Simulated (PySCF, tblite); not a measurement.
# C2H8F2SeSi2: geometry, infrared bands and NMR shifts

Wanted: the infrared bands and NMR shifts of C2H8F2SeSi2 (`CC[Si@@H](F)[Se][SiH2]F`), by calculation.

Computed with tblite 0.8.0 and PySCF 2.14.0, with density-fitted response routines of our own, on a single molecule in the gas phase. Atoms count from 0, in the outputs and in this text.

## Step 1: The molecule as given

15 atoms, charge 0, multiplicity 1; geometry from: force field or distance geometry start.

Bonds of the start (Å): C0–C1 1.52, C1–Si2 1.86, Si2–F3 1.70, Si2–Se4 2.26, Se4–Si5 2.29, Si5–F6 1.68, C0–H7 1.11, C0–H8 1.11, C0–H9 1.11, C1–H10 1.09, C1–H11 1.10, Si2–H12 1.46, Si5–H13 1.48, Si5–H14 1.47.

## Step 2: Geometry optimisation with GFN2-xTB

What the job is given:

```
{"job": {"kind": "relax", "xc": "GFN2-xTB", "basis": "xTB"}, "charge": 0, "multiplicity": 1}
C     -2.786000    -0.017500     0.159000
C     -1.612600     0.813900    -0.333700
Si    -0.070400    -0.175800    -0.033200
F      0.328000    -0.968400    -1.479300
Se     1.746300     1.041500     0.533100
Si     3.530700    -0.174400    -0.243500
F      4.415500    -0.861000     1.003400
H     -3.359800     0.623400     0.863900
H     -2.470000    -0.934500     0.690800
H     -3.387700    -0.342000    -0.716400
H     -1.757200     0.931000    -1.412200
H     -1.652900     1.781000     0.179900
H     -0.357800    -1.194000     0.976100
H      4.386600     0.708600    -1.070000
H      3.043100    -1.223700    -1.151200
```

Launch:

```
> OMP_NUM_THREADS=1 python probes_run.py task.json out
```

The driver reads the jobs from task.json and runs them one after another.

**Question.** This job is followed by: GFN2-xTB harmonic vibrations, gas phase; GIAO PBE0/pcSseg-1 NMR shielding, non-relativistic, gas phase. Predict these results of the whole session: strongest single infrared mode (GFN2-xTB); zero-point energy (GFN2-xTB); 13C shifts against TMS (PBE0/pcSseg-1); 1H shifts against TMS (PBE0/pcSseg-1, means over atoms taken as alike); 29Si shifts against TMS (PBE0/pcSseg-1); 19F shifts against CFCl3 (PBE0/pcSseg-1); 77Se shifts against Me2Se (PBE0/pcSseg-1); surface potential, 1st and 99th percentile.

As calculated:

| quantity | value |
| --- | --- |
| strongest single infrared mode (GFN2-xTB) | 698 cm⁻¹, 272 km/mol |
| zero-point energy (GFN2-xTB) | 60.8 kcal/mol |
| 13C shifts against TMS (PBE0/pcSseg-1) | 16.4, 8.6 ppm |
| 1H shifts against TMS (PBE0/pcSseg-1, means over atoms taken as alike) | 6.08, 5.98, 5.81, 1.40, 1.31, 0.88 ppm |
| 29Si shifts against TMS (PBE0/pcSseg-1) | 31.8, 13.4 ppm |
| 19F shifts against CFCl3 (PBE0/pcSseg-1) | -187.7, -198.1 ppm |
| 77Se shifts against Me2Se (PBE0/pcSseg-1) | -337 ppm |
| surface potential, 1st and 99th percentile | -1.02 V and 1.45 V |

In words: Over 122 steps the energy fell by 0.653 eV; of the close pairs, Si2–F3 changed most, 1.697 to 1.616 Å. All 39 modes are real, so the xTB geometry is a minimum. The strongest single mode, at 698 cm⁻¹, moves mainly H14 and H13. GFN2-xTB is a fitted tight-binding method: band positions and strengths are rough. Its intensities can rank the bands wrongly. At PBE0/pcSseg-1: Shielding is most anisotropic at Se4 (span 507 ppm, paramagnetic term -913 ppm). By nearest atom (PBE0/pcSseg-1), the HOMO sits on Se4 82 % and the LUMO on Si5 20 %; Si2 15 %. Spin-orbit coupling is left out, which matters for shieldings and couplings at and beside the heavy atoms.
